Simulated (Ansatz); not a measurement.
# VWC2 (R-3m) in Ansatz: further runs

One crystal, VWC2, is run at these levels: PBE; tasks: single point.

Program: Ansatz 0.2.0. These are calculated values, not measurements. Logs are shortened: lines on timing, memory, paths and dates and some standing lists are left out, and cuts for length are marked.

**1. The structure**

The structure is trigonal, space group R-3m (No. 166). Conventional cell: a = 3.034 Å, b = 3.034 Å, c = 14.802 Å, α = 90.00°, β = 90.00°, γ = 120.00°. W (site symmetry -3m) is surrounded by 6 C at 2.17 Å. V (site symmetry -3m) is surrounded by 6 C at 2.11 Å. C (site symmetry 3m) has 3 V at 2.11 Å and 3 W at 2.17 Å as nearest neighbours.

The cell comes from a database or a generator and needn't be the stable form of this composition.

**2. Single point, PBE, collinear spin, ferromagnetic start**

The input, input.yaml:

```yaml
crystal:
  lattice:
    - [1.5170411163, 0.8758640969, 4.933893193]
    - [-1.5170411163, 0.8758640969, 4.933893193]
    - [0.0, -1.7517281937, 4.933893193]
  atoms:
    - { symbol: W, position: [0.0, 0.0, 0.0] }
    - { symbol: V, position: [0.5, 0.5, 0.5], spin: 1.5 }
    - { symbol: C, position: [0.246494, 0.246494, 0.246494] }
    - { symbol: C, position: [0.753506, 0.753506, 0.753506] }
hamiltonian:
  xc: pbe
  pseudopotentials: { kind: paw }
magnetization:
  spin_polarized: true
  initial_magnetization: 1.5
  spin_locking: { lock_magnetization: hard }
kpoints:
  mp_grid: { grid: [9, 9, 9] }
scf:
  occupations: { method: fermi_dirac, width: 0.05 }
  lower_state_search: "off"
output:
  forces: true
  stress: true
  eigenvalues: true
```

Potentials or basis: Ansatz PAW.

Run with:

```console
$ ansatz run input.yaml --threads 2 --pin off --max-ram 5632MiB --backend cpu --events-out ev --progress --plain --runs-dir out
```

Log:

```text
Warning: output.stress: scf.convergence.dr2_threshold = 1e-7 eV (the SCF's general default) is looser than the 4e-10 eV advised for a printed stress (1e-10 eV for each atom of the cell: 4). What an SCF threshold leaves in a stress goes as its square root, and in the free energy as the threshold itself, and one threshold admits the most on a small cell: of the crystals measured, under no hybrid functional and no lock of the moments, on runs that ended without the residual-converged pass, on stresses that held no estimate of that error, the worst erred by over 100 MPa in a component at 1e-7 eV an atom and by under 5 at 1e-10. Set scf.convergence.dr2_threshold to 4e-10 eV or tighter. The threshold is an SCF's pass mark: one that does not reach it within its budget of iterations ends unconverged, or closes short of it on a stop that the run arms, and scf.convergence.dr2_threshold's page says what that costs each kind of run
Warning: RAYON_NUM_THREADS=2 ignored (pool sized by the plan → 2); use --threads N
basis.fft_grid_basis auto: the FFT boxes are laid along the combinations [[1, 0, -1], [0, 1, -1], [0, 0, 1]] of the cell's own vectors, 3.034, 3.034 and 5.236 Å long. The dense box has 24×24×36 points. Along the cell's own vectors, as sized, it would have 36×36×36, 2.25 times as many. Of the 12 symmetry operations that the crystal satisfies within crystal.symmetry.tolerance (time reversal apart; of a slab, those that keep its plane) the dense box along the cell's own vectors carries 12, and the one as laid loses 8 of those. basis.fft_grid_basis: typed keeps the cell's own vectors: state it where this run's energies or levels are differenced outside the engine with another run's, or held beside a run that keeps those vectors.
Engine: ansatz 0.2.0, aarch64-unknown-linux-gnu
Pseudopotentials: kind: paw
Pseudopotential: W, paw, valence charge 14, recommended cutoff 420 eV (normal), W.paw.azcp
Pseudopotential: V, paw, valence charge 13, recommended cutoff 420 eV (normal), V.paw.azcp
Pseudopotential: C, paw, valence charge 4, recommended cutoff 420 eV (normal), C.paw.azcp
Functional definition: PBE
  parameter kappa = 0.804
  parameter beta = 0.06672455060314922
  exchange = pbe_x(kappa = kappa, mu = beta*pi^2/3)
  correlation = pbe_c(beta = beta)
Crystal: 4 atoms, lattice volume = 39.335 Å³
Basis set: ecut = 420 eV, 779 PW (Γ), FFT grids on a1−a3, a2−a3, a3, exchange–correlation on 48×48×72 points (8 copies of the dense FFT grid, shifted against one another)
Bands: 23, of which v1, the nominal top of the filled ones, is band 18 counted from 1 (17 counted from 0)
Symmetry: 12 space group operations
Space group: R-3m (ITA 166), of the structure as read, at distance tolerance 3.4e-5 Å
Magnetic group: BNS 166.97 (UNI 1327), of the structure as read, at distance tolerance 3.4e-5 Å
k-points: 85 of 729
Non-local potential: W, projectors of the file, l = 0: 3, l = 1: 2, l = 2: 2, l = 3: 1
Non-local potential: V, projectors of the file, l = 0: 3, l = 1: 2, l = 2: 3, l = 3: 1
Non-local potential: C, projectors of the file, l = 0: 2, l = 1: 2, l = 2: 1
PAW form: soft (Blöchl's): semilocal exchange-correlation on the pseudo side does not see the compensation charge
PAW one-centre angular grid: W, 590 points (default); XC on 64 Gauss nodes
PAW one-centre angular grid: V, 590 points (default); XC on 64 Gauss nodes
PAW one-centre angular grid: C, 110 points (default); XC on 64 Gauss nodes
Initial density: superposition of atomic densities (chi_scale 0.1, normalization cell, long waves kept (reshape's long-wave potential 0.00 eV rms))
Starting moments: Σ|m| = 1.5 μB on 1 of 4 sites
Initial wavefunctions: pseudopotential atomic-orbital guess
Functional: x = pbe(κ = 0.804, μ = 0.2195149727645171), c = pbe(β = 0.06672455060314922)
SCF iter   1: F=—  HF=-13805.819065 eV  |F-HF|=—  |Δ(HF+E_count)|=         —  Δρ=1.00e-1 (↑1.00e-1 ↓1.00e-1)  dr2=3.94e1  dr2_m=7.29e-2  M=1.500 μB ∫|m|=1.542 μB  β_m=0.30  ethr=3.10e-3  ⟨swp⟩=5.7  Hψ=16413  notcnv=0
preconditioner: auto → Kerker (q_TF=auto, 2.676 Å⁻¹)  [metal: Δε(μ)=0.012 eV  Ē_g=8.924 eV  σ=0.050 eV  W_gap=0.06  n_scr=16 (ndim 8)  ℏωp=25.8 eV  f_vac=0.000  D(μ)=2.66/eV (n_scr^D=28)]
spin=Collinear: Kerker preconditioning applied to the charge; magnetization (m = ρ↑ − ρ↓) channel mixes plain (no charge-response kernel on spin).
SCF iter   2: F=—  HF=-13801.220850 eV  |F-HF|=—  |Δ(HF+E_count)|=    4.60e0  Δρ=5.72e-2 (↑5.66e-2 ↓5.72e-2)  dr2=1.14e1  dr2_m=8.84e-2  M=1.500 μB ∫|m|=1.510 μB  β_m=0.45  ethr=3.10e-3  ⟨swp⟩=3.0  Hψ=8321  notcnv=0  defer=53
SCF iter   3: F=—  HF=-13799.348952 eV  |F-HF|=—  |Δ(HF+E_count)|=    1.87e0  Δρ=2.11e-2 (↑1.56e-2 ↓2.11e-2)  dr2=7.89e-1  dr2_m=1.69e-2  M=1.500 μB ∫|m|=1.518 μB  β_m=0.43  ethr=3.10e-3  ⟨swp⟩=3.8  Hψ=10301  notcnv=0  defer=53
SCF iter   4: F=—  HF=-13799.311332 eV  |F-HF|=—  |Δ(HF+E_count)|=   3.76e-2  Δρ=2.00e-2 (↑2.00e-2 ↓9.45e-3)  dr2=1.83e-1  dr2_m=3.56e-2  M=1.500 μB ∫|m|=1.507 μB  β_m=0.72  ethr=2.26e-3  ⟨swp⟩=2.2  Hψ=5741  notcnv=0  defer=62
SCF iter   5: F=—  HF=-13799.312584 eV  |F-HF|=—  |Δ(HF+E_count)|=   1.25e-3  Δρ=6.90e-3 (↑6.00e-3 ↓6.90e-3)  dr2=2.06e-1  dr2_m=7.24e-4  M=1.500 μB ∫|m|=1.506 μB  β_m=0.65  ethr=5.24e-4  ⟨swp⟩=2.7  Hψ=6789  notcnv=0  defer=62
SCF iter   6: F=—  HF=-13799.296367 eV  |F-HF|=—  |Δ(HF+E_count)|=   1.62e-2  Δρ=4.63e-3 (↑4.63e-3 ↓3.79e-3)  dr2=8.34e-2  dr2_m=2.36e-4  M=1.500 μB ∫|m|=1.505 μB  β_m=0.77  ethr=5.24e-4  ⟨swp⟩=2.0  Hψ=4642  notcnv=0  defer=62
SCF iter   7: F=—  HF=-13799.287642 eV  |F-HF|=—  |Δ(HF+E_count)|=   8.72e-3  Δρ=5.59e-4 (↑5.59e-4 ↓5.37e-4)  dr2=1.52e-3  dr2_m=5.75e-6  M=1.500 μB ∫|m|=1.503 μB  β_m=0.85  ethr=2.38e-4  ⟨swp⟩=2.1  Hψ=4774  notcnv=0  defer=62
SCF iter   8: F=—  HF=-13799.287478 eV  |F-HF|=—  |Δ(HF+E_count)|=   1.64e-4  Δρ=1.59e-4 (↑1.59e-4 ↓1.14e-4)  dr2=5.48e-5  dr2_m=8.86e-7  M=1.500 μB ∫|m|=1.503 μB  β_m=0.92  ethr=4.33e-6  ⟨swp⟩=2.0  Hψ=4965  notcnv=0  defer=62
SCF iter   9: F=—  HF=-13799.287479 eV  |F-HF|=—  |Δ(HF+E_count)|=   1.03e-6  Δρ=7.16e-5 (↑7.16e-5 ↓5.64e-5)  dr2=7.10e-6  dr2_m=5.58e-8  M=1.500 μB ∫|m|=1.503 μB  β_m=0.95  ethr=1.56e-7  ⟨swp⟩=2.3  Hψ=5508  notcnv=0  defer=62
SCF iter  10: F=—  HF=-13799.287477 eV  |F-HF|=—  |Δ(HF+E_count)|=   1.18e-6  Δρ=1.30e-5 (↑1.30e-5 ↓9.47e-6)  dr2=2.03e-7  dr2_m=3.09e-9  M=1.500 μB ∫|m|=1.503 μB  β_m=0.97  ethr=2.03e-8  ⟨swp⟩=2.0  Hψ=5384  notcnv=0  defer=62
iter 11 met the thresholds in force, and the SCF goes on: an eigenvalue changes by 1.00 meV, over its tolerance of 0.50 meV (output.eigenvalues, Limitations)
SCF iter  11: F=-13799.287477 eV  HF=-13799.287477 eV  |F-HF|=3.44e-8  |Δ(HF+E_count)|=   1.28e-8  Δρ=5.23e-6 (↑5.23e-6 ↓3.18e-6)  dr2=3.73e-8  dr2_m=6.71e-10  M=1.500 μB ∫|m|=1.503 μB  β_m=0.99  ethr=2.86e-10  ⟨swp⟩=6.4  Hψ=13469  notcnv=0
SCF iter  12: F=-13799.287477 eV  HF=-13799.287477 eV  |F-HF|=1.31e-9  |Δ(HF+E_count)|=   2.45e-9  Δρ=1.35e-6 (↑1.35e-6 ↓3.66e-7)  dr2=1.43e-9  dr2_m=1.10e-10  M=1.500 μB ∫|m|=1.503 μB  ethr=1.07e-10  ⟨swp⟩=2.0  Hψ=9841  notcnv=0
the search or the solves at the SCF's close seem to have found levels that the self-consistency loop had missed (the run counts 1). By its estimate they hold under 1e-12 electrons; where the run keeps them, the occupations were computed again with them
SCF 1 converged in 12 iterations: F = -13799.287477 eV  dr2 = 1.43e-9
SCF converged after 12 iterations
Stability checked in part: among states of this total moment the steps that led to this state did not find it unstable. No probe was made; neither looks for a lower state of another moment (fixed_total_moment; see scf.lower_state_search)
an eigenvalue changed by more than its tolerance at an iteration that met the thresholds in force, so the SCF went on 1 time: the last check found none over its tolerance
Magnetization: 1.5000 μB (18.2500 up, 16.7500 down)
Absolute magnetization: 1.5036 μB (∫|ρ↑−ρ↓|, with the PAW one-centre terms)
Spin contamination: 0.0165 ħ² per cell (⟨S²⟩ above its minimum at these occupations)
Per-site moments (μB) at R_I (Å): [(0.20863826414888212, 0.8962479804019856), (0.8524704031225758, 0.8716037809886276), (0.020920289032638373, 0.8716037809886276), (0.020920289032638435, 0.8716037809886279)]
Free energy (F): -13799.287477 eV
Harris-Foulkes:  -13799.287477 eV  (|F-HF|=1.31e-9)
Internal energy: -13799.267188 eV  (E = F + TS)
E sigma→0 (E₀):  -13799.277333 eV
Entropy (-TS):   -0.020289 eV (-5.072 meV/atom)
Fermi energy:    19.440289 (↑ 19.857842, ↓ 19.022737) eV
--- Per-component energies (eV) ---
  E_band       = -177.267611
  E_kinetic    = 968.120381
  E_local      = -1614.595453  (includes V_loc(G=0)·N_el)
  E_nonlocal   = 5.987621
  E_hartree    = 662.099822
  E_xc         = -495.870497
  E_vxc        = -526.528815  (∫ρ·V_xc dr)
  E_paw        = -9872.467899  (= ΣΔE_a)
  E_vpaw       = -334.450323  (= ΣTr[D̂ρ^β])
  E_aug_tail   = 0.000221  (compensation charges beyond the density's cutoff)
  E_ewald      = -3452.541385
  E_smearing   = -0.020289  (= −TS)
  E_closure    = 0.000000  (closes the sum)
  Σ components = -13799.287477   (vs F -13799.287477, Δ=0.00e0)
--- Forces (eV/Å), atoms counted from 1 ---
  atom   1  W     -0.00000000     0.00000000     0.00000000
  atom   2  V     -0.00000000     0.00000000     0.00000000
  atom   3  C     -0.00000000     0.00000000     0.33365887
  atom   4  C      0.00000000    -0.00000000    -0.33365887
  max |Σ_I F_I| component: 5.78e-19 eV/Å
--- Stress (GPa, compression-positive) ---
        1.692240       0.000000       0.000000
        0.000000       1.692240       0.000000
        0.000000       0.000000       1.949794
  P = ⅓ Tr σ = 1.7781 GPa (17.781 kbar)
--- Band table (eV; the first three rows and the last of 170) ---
  k-point 0 ↑: bands = ["-55.6407", "-45.8249", "-20.1327", "-19.7360", "-19.7360", "-19.5984", "-19.5480", "-19.5480", "4.4569", "8.8464", "10.7412", "13.8871", "13.8871", "17.4832", "17.4832", "17.5390", "18.9528", "18.9528", "19.4362", "19.4362", "19.4957", "20.3648", "20.3648"]
  k-point 1 ↑: bands = ["-55.6367", "-45.8215", "-20.1102", "-19.8016", "-19.7507", "-19.6055", "-19.5779", "-19.5552", "4.7586", "8.6195", "11.0947", "13.9568", "14.0556", "16.7103", "17.0249", "17.1255", "17.6188", "18.6719", "19.8367", "20.0928", "20.2437", "20.6597", "21.5645"]
  k-point 2 ↑: bands = ["-55.6268", "-45.8130", "-20.0491", "-19.9659", "-19.7879", "-19.6517", "-19.6279", "-19.5732", "5.5728", "8.2153", "11.8852", "14.0024", "14.4450", "14.7749", "15.9676", "16.3999", "17.7235", "19.1264", "19.9613", "20.0529", "20.5136", "21.6037", "21.9248"]
  k-point 84 ↓: bands = ["-55.4842", "-44.7923", "-19.7715", "-19.5923", "-19.5382", "-18.7545", "-18.5562", "-18.5351", "5.9191", "6.7782", "13.8930", "14.0653", "14.9302", "15.6129", "15.7552", "16.2521", "18.5837", "19.1452", "20.1430", "20.2795", "21.1471", "21.4197", "23.0440"]
```

Wall time 9.4 s (2 threads of Arm Neoverse V1, shared host); peak memory 0.43 GiB.

Results:

| Property | Result |
| --- | --- |
| Free energy | -13799.2875 eV |
| Pressure | 1.8 GPa |
| Largest force | 0.334 eV/Å |
| Net moment | 1.50 μB per cell |
| Absolute moment | 1.50 μB per cell |
| Site moments | W +0.21; V +0.85; C +0.02 μB |

Forces in eV/Å, atoms in the order of the input:
```
W    0.000  0.000  0.000
V    0.000  0.000  0.000
C    0.000  0.000  0.334
C    0.000  0.000 -0.334
```

Stress tensor (GPa, compression positive):
```
1.69 0.00 0.00
0.00 1.69 0.00
0.00 0.00 1.95
```

Caveat: the pressure holds a Pulay correction of +0.4 GPa for the finite cutoff; the total moment is fixed, so each spin has its own Fermi level; the thresholds are loose for stress.

**3. Single point, PBE, collinear spin, ferromagnetic start**

input.yaml: that of step 2 with these lines changed.

```diff
@@ -7,3 +7,3 @@
     - { symbol: W, position: [0.0, 0.0, 0.0] }
-    - { symbol: V, position: [0.5, 0.5, 0.5], spin: 1.5 }
+    - { symbol: V, position: [0.5, 0.5, 0.5], spin: 2.0 }
     - { symbol: C, position: [0.246494, 0.246494, 0.246494] }
@@ -15,3 +15,3 @@
   spin_polarized: true
-  initial_magnetization: 1.5
+  initial_magnetization: 2.0
   spin_locking: { lock_magnetization: hard }
```

Potentials or basis: Ansatz PAW.

Run with:

```console
$ ansatz run input.yaml --threads 2 --pin off --max-ram 5632MiB --backend cpu --events-out ev --progress --plain --runs-dir out
```

Log:

```text
Warning: output.stress: scf.convergence.dr2_threshold = 1e-7 eV (the SCF's general default) is looser than the 4e-10 eV advised for a printed stress (1e-10 eV for each atom of the cell: 4). What an SCF threshold leaves in a stress goes as its square root, and in the free energy as the threshold itself, and one threshold admits the most on a small cell: of the crystals measured, under no hybrid functional and no lock of the moments, on runs that ended without the residual-converged pass, on stresses that held no estimate of that error, the worst erred by over 100 MPa in a component at 1e-7 eV an atom and by under 5 at 1e-10. Set scf.convergence.dr2_threshold to 4e-10 eV or tighter. The threshold is an SCF's pass mark: one that does not reach it within its budget of iterations ends unconverged, or closes short of it on a stop that the run arms, and scf.convergence.dr2_threshold's page says what that costs each kind of run
Warning: RAYON_NUM_THREADS=2 ignored (pool sized by the plan → 2); use --threads N
basis.fft_grid_basis auto: the FFT boxes are laid along the combinations [[1, 0, -1], [0, 1, -1], [0, 0, 1]] of the cell's own vectors, 3.034, 3.034 and 5.236 Å long. The dense box has 24×24×36 points. Along the cell's own vectors, as sized, it would have 36×36×36, 2.25 times as many. Of the 12 symmetry operations that the crystal satisfies within crystal.symmetry.tolerance (time reversal apart; of a slab, those that keep its plane) the dense box along the cell's own vectors carries 12, and the one as laid loses 8 of those. basis.fft_grid_basis: typed keeps the cell's own vectors: state it where this run's energies or levels are differenced outside the engine with another run's, or held beside a run that keeps those vectors.
[... 10 set-up lines as earlier in the session ...]
Crystal: 4 atoms, lattice volume = 39.335 Å³
Basis set: ecut = 420 eV, 779 PW (Γ), FFT grids on a1−a3, a2−a3, a3, exchange–correlation on 48×48×72 points (8 copies of the dense FFT grid, shifted against one another)
Bands: 23, of which v1, the nominal top of the filled ones, is band 18 counted from 1 (17 counted from 0)
[... 2 set-up lines as earlier in the session ...]
Magnetic group: BNS 166.97 (UNI 1327), of the structure as read, at distance tolerance 3.4e-5 Å
k-points: 85 of 729
[... 3 set-up lines as earlier in the session ...]
[... 28 lines left out ...]
Absolute magnetization: 2.0000 μB (∫|ρ↑−ρ↓|, with the PAW one-centre terms)
Spin contamination: 0.0144 ħ² per cell (⟨S²⟩ above its minimum at these occupations)
Per-site moments (μB) at R_I (Å): [(0.31866873847643945, 0.8962479804019856), (1.02469936168585, 0.8716037809886276), (0.05214430537259683, 0.8716037809886276), (0.052144305372597025, 0.8716037809886279)]
Free energy (F): -13799.029550 eV
Harris-Foulkes:  -13799.029550 eV  (|F-HF|=7.84e-9)
Internal energy: -13799.006107 eV  (E = F + TS)
E sigma→0 (E₀):  -13799.017828 eV
Entropy (-TS):   -0.023443 eV (-5.861 meV/atom)
Fermi energy:    19.371241 (↑ 19.996047, ↓ 18.746434) eV
--- Per-component energies (eV) ---
  E_band       = -175.510019
  E_kinetic    = 968.680647
  E_local      = -1616.893288  (includes V_loc(G=0)·N_el)
  E_nonlocal   = 6.788385
  E_hartree    = 663.821861
  E_xc         = -495.891331
  E_vxc        = -526.552913  (∫ρ·V_xc dr)
  E_paw        = -9872.971216  (= ΣΔE_a)
  E_vpaw       = -335.174088  (= ΣTr[D̂ρ^β])
  E_aug_tail   = 0.000222  (compensation charges beyond the density's cutoff)
  E_ewald      = -3452.541385
  E_smearing   = -0.023443  (= −TS)
  E_closure    = -0.000000  (closes the sum)
  Σ components = -13799.029550   (vs F -13799.029550, Δ=0.00e0)
--- Forces (eV/Å), atoms counted from 1 ---
  atom   1  W     -0.00000000     0.00000000     0.00000000
  atom   2  V     -0.00000000     0.00000000     0.00000000
  atom   3  C     -0.00000000     0.00000000     0.44436570
  atom   4  C      0.00000000    -0.00000000    -0.44436570
  max |Σ_I F_I| component: 1.11e-16 eV/Å
--- Stress (GPa, compression-positive) ---
        4.204314       0.000000      -0.000000
        0.000000       4.204314       0.000000
       -0.000000       0.000000       4.455203
  P = ⅓ Tr σ = 4.2879 GPa (42.879 kbar)
--- Band table (eV; the first three rows and the last of 170) ---
  k-point 0 ↑: bands = ["-55.6854", "-45.7442", "-20.1682", "-19.7903", "-19.7903", "-19.5604", "-19.4785", "-19.4785", "4.4156", "8.8109", "10.6955", "13.8513", "13.8513", "17.4472", "17.4472", "17.5054", "18.9697", "18.9697", "19.3989", "19.3989", "19.4590", "20.3450", "20.3450", "21.7022", "25.6656", "27.2038", "27.2038"]
  k-point 1 ↑: bands = ["-55.6815", "-45.7408", "-20.1467", "-19.8566", "-19.8053", "-19.5665", "-19.5081", "-19.4855", "4.7176", "8.5837", "11.0493", "13.9176", "14.0211", "16.6756", "17.0057", "17.0870", "17.5876", "18.6712", "19.8228", "20.1043", "20.2175", "20.6110", "21.5355", "21.5960", "25.7789", "26.8796", "27.2112"]
  k-point 2 ↑: bands = ["-55.6715", "-45.7323", "-20.0892", "-20.0218", "-19.8431", "-19.5855", "-19.5817", "-19.5031", "5.5329", "8.1789", "11.8405", "13.9571", "14.4120", "14.7444", "15.9415", "16.3673", "17.6894", "19.1240", "19.9562", "20.0470", "20.4953", "21.5547", "21.8931", "23.2241", "25.0286", "26.2192", "28.7652"]
  k-point 84 ↓: bands = ["-55.4483", "-44.5063", "-19.7252", "-19.5433", "-19.4898", "-18.4868", "-18.2789", "-18.2572", "5.9461", "6.8170", "13.9348", "14.1144", "14.9696", "15.6939", "15.8389", "16.3387", "18.6830", "19.2515", "20.3353", "20.4445", "21.3174", "21.4944", "23.1593", "23.2172", "25.2996", "25.9999", "29.1568"]
```

Wall time 8.8 s (2 threads of Arm Neoverse V1, shared host); peak memory 0.43 GiB.

What came out:

```yaml
Free_energy: -13799.0295 eV
Pressure: 4.3 GPa
Largest_force: 0.444 eV/Å
Net_moment: 2.00 μB per cell
Absolute_moment: 2.00 μB per cell
Site_moments: W +0.32; V +1.02; C +0.05 μB
```

Forces on the atoms (eV/Å):
```
W    0.000  0.000  0.000
V    0.000  0.000  0.000
C    0.000  0.000  0.444
C    0.000  0.000 -0.444
```

Caveat: the pressure holds a Pulay correction of +0.4 GPa for the finite cutoff; the total moment is fixed, so each spin has its own Fermi level; the thresholds are loose for stress.

**4. Single point, PBE, collinear spin, ferromagnetic start**

input.yaml: that of step 3 with these lines changed.

```diff
@@ -7,3 +7,3 @@
     - { symbol: W, position: [0.0, 0.0, 0.0] }
-    - { symbol: V, position: [0.5, 0.5, 0.5], spin: 2.0 }
+    - { symbol: V, position: [0.5, 0.5, 0.5], spin: 2.5 }
     - { symbol: C, position: [0.246494, 0.246494, 0.246494] }
@@ -15,3 +15,3 @@
   spin_polarized: true
-  initial_magnetization: 2.0
+  initial_magnetization: 2.5
   spin_locking: { lock_magnetization: hard }
```

Run with:

```console
$ ansatz run input.yaml --threads 2 --pin off --max-ram 5632MiB --backend cpu --events-out ev --progress --plain --runs-dir out
```

It took 7.8 s on 2 threads of Arm Neoverse V1, shared host; peak memory 0.43 GiB.

It converged, with:

```yaml
Free_energy: -13798.6591 eV
Pressure: 7.6 GPa
Largest_force: 0.544 eV/Å
Net_moment: 2.50 μB per cell
Absolute_moment: 2.50 μB per cell
Site_moments: W +0.43; V +1.19; C +0.08 μB
```

Forces on the atoms (eV/Å):
```
W    0.000  0.000  0.000
V    0.000  0.000  0.000
C    0.000  0.000  0.544
C    0.000  0.000 -0.544
```

Stress tensor (GPa, compression positive):
```
7.91 0.00 0.00
0.00 7.91 0.00
0.00 0.00 7.12
```

Caveat: the pressure holds a Pulay correction of +0.4 GPa for the finite cutoff; the total moment is fixed, so each spin has its own Fermi level; the thresholds are loose for stress.

[end of part 1 of 2]
